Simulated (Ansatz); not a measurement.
**C₂H₄FGa: a ladder of functionals and wavefunction methods**

An exercise on one series of results from a longer session: the logs are not shown, and one member is left open.

Computed with Ansatz 0.2.0, Gaussian basis. Level: functionals in def2-TZVPP, the program's frozen cores in correlated methods.

The runs, in order: LDA (SPW92), PBE-D4, revPBE-D4, BLYP-D4, r2SCAN-D4, B97M-V, PBE0-D4, B3LYP-D4, r2SCANh-D4, r2SCAN0-D4, HSE06-D4, BHLYP-D4, CAM-B3LYP-D4, LC-ωPBE, ωB97X-V, ωB97M-V, B2PLYP, PBE-QIDH; CCSD(T)/def2-SVP; CCSD(T)/def2-TZVPP; CCSD(T)/def2-QZVPP; extrapolation to the limit; RPA on PBE.

### The geometry

All runs share one geometry, relaxed beforehand with PBE0-D4 in a triple-zeta def2 set.

SMILES `C=[CH][GaH][F]`, 8 atoms, charge 0, spin multiplicity 1.

Atoms are counted from 1 here; the program's logs count them from 0.

Bond lengths: C1–C2 1.332 Å, C1–H5 1.088 Å, C1–H6 1.088 Å, C2–Ga3 1.936 Å, C2–H7 1.087 Å, Ga3–F4 1.763 Å, Ga3–H8 1.557 Å. Angles: C2–C1–H5 122.2°, C2–C1–H6 122.3°, H5–C1–H6 115.5°, C1–C2–Ga3 120.9°, C1–C2–H7 118.8°, Ga3–C2–H7 120.3°, C2–Ga3–F4 115.4°, C2–Ga3–H8 129.9°, F4–Ga3–H8 114.7°.

Set-up of the first run:

in.yaml

```yaml
crystal:
  periodic: [false, false, false]
  atoms:
    - {symbol: C, position_ang: [-0.837090, 1.175416, 0.060894]}
    - {symbol: C, position_ang: [0.342633, 0.569538, -0.065008]}
    - {symbol: Ga, position_ang: [0.481684, -1.360205, -0.007647]}
    - {symbol: F, position_ang: [2.110504, -2.006062, -0.199573]}
    - {symbol: H, position_ang: [-1.762069, 0.620546, 0.200088]}
    - {symbol: H, position_ang: [-0.941088, 2.257840, 0.031592]}
    - {symbol: H, position_ang: [1.232285, 1.179647, -0.202309]}
    - {symbol: H, position_ang: [-0.626870, -2.436730, 0.181962]}
basis:
  gaussian: {orbitals: def2-TZVPP}
hamiltonian: {xc: lda}
output: {orbitals: {seedname: orbitals}}
```

Launch:

```console
$ ansatz run in.yaml --threads 2 --pin off --events-out ev --progress --plain --max-ram 32768MiB --backend cpu
```

Steps of the session up to this table: LDA; PBE-D4 (GGA); revPBE-D4 (GGA); BLYP-D4 (GGA); r2SCAN-D4 (meta-GGA); B97M-V (meta-GGA); PBE0-D4 (hybrid); B3LYP-D4 (hybrid); r2SCANh-D4 (hybrid); r2SCAN0-D4 (hybrid); HSE06-D4 (hybrid); BHLYP-D4 (hybrid); CAM-B3LYP-D4 (range-separated); LC-ωPBE (range-separated); ωB97X-V (range-separated); ωB97M-V (range-separated); B2PLYP (double hybrid); PBE-QIDH (double hybrid).

One of the session's tables, all rows but one given; the rest of the session is left out.

It belongs to the step «Frontier levels by functional». 

| functional | HOMO (eV) | LUMO (eV) | gap (eV) |
| --- | --- | --- | --- |
| LDA (SPW92) | -7.20 | -2.80 | 4.41 |
| PBE-D4 | -7.09 | -2.52 | 4.56 |
| revPBE-D4 | -7.03 | -2.41 | 4.63 |
| BLYP-D4 | -7.01 | -2.44 | 4.57 |
| r2SCAN-D4 | -7.39 | -2.33 | 5.06 |
| B97M-V | -7.48 | -2.40 | 5.09 |
| PBE0-D4 | -8.44 | -1.66 | 6.78 |
| B3LYP-D4 | -8.25 | -1.92 | 6.33 |
| r2SCANh-D4 | -7.89 | -2.01 | 5.88 |
| r2SCAN0-D4 | -8.64 | -1.55 | 7.09 |
| HSE06-D4 | ? | ? | ? |
| BHLYP-D4 | -9.44 | -0.82 | 8.62 |
| CAM-B3LYP-D4 | -9.83 | -0.70 | 9.13 |
| LC-ωPBE | -11.14 | 0.50 | 11.64 |
| ωB97X-V | -10.80 | 0.38 | 11.18 |
| ωB97M-V | -10.65 | 0.19 | 10.85 |

Estimate the missing values for HSE06-D4.

**Answer.** HOMO (eV): -8.04; LUMO (eV): -2.03; gap (eV): 6.01. In the column «HOMO (eV)» it lies between B3LYP-D4 (-8.25) and r2SCANh-D4 (-7.89).
